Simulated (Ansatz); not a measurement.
# C₂H₆Ga₃N: a ladder of functionals and wavefunction methods

How much do the methods differ for C₂H₆Ga₃N? The plan is to run it at one geometry with functionals of several rungs and with coupled cluster. The yardstick is the atomisation energy at the CCSD(T) limit.

Method: functionals in def2-TZVPP, the program's frozen cores in correlated methods; program: Ansatz 0.2.0, Gaussian basis.

Plan: LDA (SPW92), PBE-D4, revPBE-D4, BLYP-D4, r2SCAN-D4, B97M-V, PBE0-D4, B3LYP-D4, r2SCANh-D4, r2SCAN0-D4, HSE06-D4, BHLYP-D4, CAM-B3LYP-D4, LC-ωPBE, ωB97X-V, ωB97M-V, B2PLYP, PBE-QIDH; CCSD(T)/def2-SVP; CCSD(T)/def2-TZVPP; MP2/def2-QZVPP; extrapolation to the limit; RPA on PBE.

## 1. Structure used throughout

The geometry comes from an earlier relaxation with PBE0-D4 in a triple-zeta def2 set; it is a stationary point, not always the lowest conformer.

SMILES `C=[C]1[GaH][NH][Ga]1[GaH2]`, 12 atoms, charge 0, spin multiplicity 1.

Atoms are counted from 1 here; the program's logs count them from 0.

Bond lengths: C1–C2 1.329 Å, C1–H7 1.091 Å, C1–H8 1.091 Å, C2–Ga3 1.976 Å, C2–Ga5 1.992 Å, Ga3–N4 1.855 Å, Ga3–H9 1.560 Å, N4–Ga5 1.863 Å, N4–H10 1.007 Å, Ga5–Ga6 2.456 Å, Ga6–H11 1.577 Å, Ga6–H12 1.577 Å. Angles: C2–C1–H7 122.7°, C2–C1–H8 122.8°, H7–C1–H8 114.5°, C1–C2–Ga3 135.9°, C1–C2–Ga5 135.8°, Ga3–C2–Ga5 88.2°, C2–Ga3–N4 88.3°, C2–Ga3–H9 143.0°, N4–Ga3–H9 128.7°, Ga3–N4–Ga5 95.9°, Ga3–N4–H10 132.2°, Ga5–N4–H10 131.9°, C2–Ga5–N4 87.6°, C2–Ga5–Ga6 142.8°, N4–Ga5–Ga6 129.6°, Ga5–Ga6–H11 121.7°, Ga5–Ga6–H12 121.7°, H11–Ga6–H12 116.6°.

## 2. LDA

This LDA is Slater exchange with PW92 correlation.

Input file in.yaml:

```yaml
crystal:
  periodic: [false, false, false]
  atoms:
    - {symbol: C, position_ang: [1.346348, -1.849805, 0.801209]}
    - {symbol: C, position_ang: [0.982457, -0.600375, 0.529267]}
    - {symbol: Ga, position_ang: [1.768081, 1.194259, 0.784079]}
    - {symbol: N, position_ang: [0.254742, 1.908903, -0.015400]}
    - {symbol: Ga, position_ang: [-0.594281, 0.277110, -0.313576]}
    - {symbol: Ga, position_ang: [-2.770128, -0.188363, -1.352992]}
    - {symbol: H, position_ang: [0.723313, -2.711202, 0.557581]}
    - {symbol: H, position_ang: [2.291377, -2.097573, 1.285741]}
    - {symbol: H, position_ang: [3.018652, 1.937745, 1.346121]}
    - {symbol: H, position_ang: [-0.018981, 2.856238, -0.220562]}
    - {symbol: H, position_ang: [-2.908191, -0.452492, -2.901066]}
    - {symbol: H, position_ang: [-4.093399, -0.274455, -0.500401]}
basis:
  gaussian: {orbitals: def2-TZVPP}
hamiltonian: {xc: lda}
output: {orbitals: {seedname: orbitals}}
```

On the command line:

```sh
ansatz run in.yaml --threads 2 --pin off --events-out ev --progress --plain --max-ram 22528MiB --backend cuda --devices 0, --max-vram 18GiB
```

Further steps of the session: PBE-D4 (GGA); revPBE-D4 (GGA); BLYP-D4 (GGA); r2SCAN-D4 (meta-GGA); B97M-V (meta-GGA); PBE0-D4 (hybrid); B3LYP-D4 (hybrid); r2SCANh-D4 (hybrid); r2SCAN0-D4 (hybrid); HSE06-D4 (hybrid); BHLYP-D4 (hybrid); CAM-B3LYP-D4 (range-separated); LC-ωPBE (range-separated); ωB97X-V (range-separated); ωB97M-V (range-separated); B2PLYP (double hybrid); PBE-QIDH (double hybrid); CCSD(T) in def2-SVP; CCSD(T) in def2-TZVPP; MP2 in def2-QZVPP; RPA on PBE orbitals.

**Question.** What will the summary of the whole plan be? Wanted: atomisation energy, CCSD(T)/CBS; farthest beyond LDA; mean size of error, GGA; mean size of error, meta-GGA; mean size of error, hybrid; mean size of error, range-separated; mean size of error, double hybrid; gap, smallest and largest; T1 diagnostic.

As calculated:

| quantity | value |
| --- | --- |
| atomisation energy, CCSD(T)/CBS | 39.498 eV |
| functionals within 0.395 eV (1.0 %) | r2SCAN-D4, B97M-V, PBE0-D4, r2SCANh-D4, HSE06-D4, CAM-B3LYP-D4, LC-ωPBE, ωB97X-V, PBE-QIDH |
| farthest beyond LDA | BHLYP-D4 (-1.669 eV) |
| mean size of error, GGA | 0.611 eV |
| mean size of error, meta-GGA | 0.033 eV |
| mean size of error, hybrid | 0.616 eV |
| mean size of error, range-separated | 0.271 eV |
| mean size of error, double hybrid | 0.507 eV |
| gap, smallest and largest | 2.25 eV (LDA (SPW92)), 8.52 eV (LC-ωPBE) |
| T1 diagnostic | 0.0156 |
| triples share of the correlation energy | 4.6 % |

In words: LDA overbinds by 5.898 eV (15 %). PBE-D4 is off by +0.496 eV. Double hybrids carry the basis error of their MP2 part in triple zeta, and no dispersion term here, so their miss is partly the set-up's. The rungs meta-GGA, range-separated miss on average by less than the doubt on the reference (0.395 eV), so they tie. Misses under about 0.395 eV are within the doubt on the reference itself, which lacks core-valence correlation, relativity and higher excitations, and its outer-core shells are covered unevenly. Hartree-Fock recovers 69 % of the binding; the rest is correlation. CCSD(T) in def2-SVP is off by -2.413 eV, so the small basis spoils what the method gains. Orbital gaps span 2.2 to 8.5 eV; exact exchange widens them. Correlated methods include outer-core shells of Ga, which these sets cover unevenly.
